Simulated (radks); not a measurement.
**K²⁺ in [Ne] 3s2 3p5: an all-electron calculation**

An exercise on one series of results from a longer session: the logs are not shown, and one member is left open.

The numbers are computed with radks (a radial shooting solver on a logarithmic mesh, Libxc functionals) version 1 (non-relativistic Kohn-Sham, exchange-only PBE, spin-unpolarised, spherical densities, point nucleus), except any that are marked as measured or tabulated.

### Starting point

- element: potassium (Z = 19)
- charge: +2
- electrons: 17
- configuration: [Ne] 3s2 3p5

Outer shells as boxes (Hund's rule):

K²⁺
```
[Ne] core
3s [↑↓]
3p [↑↓][↑↓][↑ ]
```

Set-up of the first run:

Input:

```text
Z 19
configuration [Ne] 3s2 3p5 4s0 3d0 4p0 4f0
relativity non-relativistic
functional pbe,
spin unpolarised
nucleus point
```

Started as:

```console
> python run_ks.py task.json out
```

All runs below come from this command, one after another.

Among the steps run: Self-consistent calculation.

One table of the session follows, with a row left open; its other results are not shown here.

It belongs to the step «Radial structure». From the orbitals of this run (lengths in bohr):

```
level      <r>  outermost maximum (interpolated)  90 % within  nodes
   1s  0.08155                            0.0535        0.145      0
   2s   0.3900                             0.320        0.608      1
   2p        ?                                 ?            ?      ?
   3s    1.241                              1.07         1.86      2
   3p    1.362                              1.13         2.10      1
   3d    1.924                              1.35         3.24      0
   4s    3.401                              3.08         4.91      3
```

Q: Estimate the row for 2p from the others.

As computed: <r>: 0.3512; outermost maximum (interpolated): 0.263; 90 % within: 0.580; nodes: 0. In the column «<r>» it lies between 1s (0.08155) and 2s (0.3900).

Limits of these values: Spin polarisation and multiplet splitting are left out.
